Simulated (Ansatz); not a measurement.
# In: the crystal squeezed far

The task here is to estimate one member of a computed series from the others.

Program: Ansatz 0.2.0. Level of theory: DFT, PBEsol, PAW with Ansatz's default frozen-core files, scalar-relativistic. These are calculated values, not measurements.

### The system as given

It takes space group Fd-3m (No. 227, cubic). Conventional cell: a = 6.348 Å, b = 6.348 Å, c = 6.348 Å, α = 90.00°, β = 90.00°, γ = 90.00°. In (site symmetry -43m) is surrounded by 4 In at 2.75 Å.

As a file:

```
CELL_PARAMETERS angstrom
0.00000 3.17402 3.17402
3.17402 0.00000 3.17402
3.17402 3.17402 0.00000
ATOMIC_POSITIONS crystal
In 0.87500 0.87500 0.87500
In 0.12500 0.12500 0.12500
```

Whether this phase is the stable one at these pressures isn't tested.

Atoms are numbered in the order of the input: In1, In2.

The first run:

input.yaml

```yaml
crystal:
  lattice:
    - [0.0, 3.1740164767, 3.1740164767]
    - [3.1740164767, 0.0, 3.1740164767]
    - [3.1740164767, 3.1740164767, 0.0]
  atoms:
    - { symbol: In, position: [-0.125, -0.125, -0.125] }
    - { symbol: In, position: [0.125, 0.125, 0.125] }
kpoints:
  mp_grid: { grid: [10, 10, 10] }
scf:
  occupations: { method: fermi_dirac, width: 0.08 }
hamiltonian:
  xc: pbesol
  pseudopotentials: { kind: paw }
output:
  forces: true
  stress: true
relax:
  f_tol: 0.005
  max_steps: 40
  cell: {}
```

The run is started by

```bash
$ ansatz run input.yaml --threads 1 --pin off --max-ram 2048MiB --backend cpu --events-out ev --progress --plain --runs-dir out
```

Among the steps run: Cell relaxed at zero pressure, PAW; Volume scaled by 1, PAW; Volume scaled by 0.92, PAW; Volume scaled by 0.84, PAW; Volume scaled by 0.76, PAW; Volume scaled by 0.68, PAW; Volume scaled by 0.6, PAW; Volume scaled by 0.52, PAW; Volume scaled by 0.45, PAW; Volume scaled by 0.45, PAW (cutoff 250 eV).

One of the session's tables, all rows but one given; the rest of the session is left out.

```
             method  volume over the first  volume (Å³/atom)  pressure (GPa)
                PAW                      1            35.386           -0.01
                PAW                   0.92            32.555            2.87
                PAW                   0.84                 ?               ?
                PAW                   0.76            26.893           15.32
                PAW                   0.68            24.062           28.67
                PAW                    0.6            21.231           51.83
                PAW                   0.52            18.400           94.15
                PAW                   0.45            15.924          163.35
PAW (cutoff 250 eV)                   0.45            15.924          166.13
```

Q: Estimate the row for PAW, 0.84 from the others.

**Answer.** volume (Å³/atom): 29.724; pressure (GPa): 7.51. In the column «volume (Å³/atom)» it lies between PAW, 0.76 (26.893) and PAW, 0.92 (32.555).

Caveats from the session: Warnings in the runs' records: cutoff below recommended.
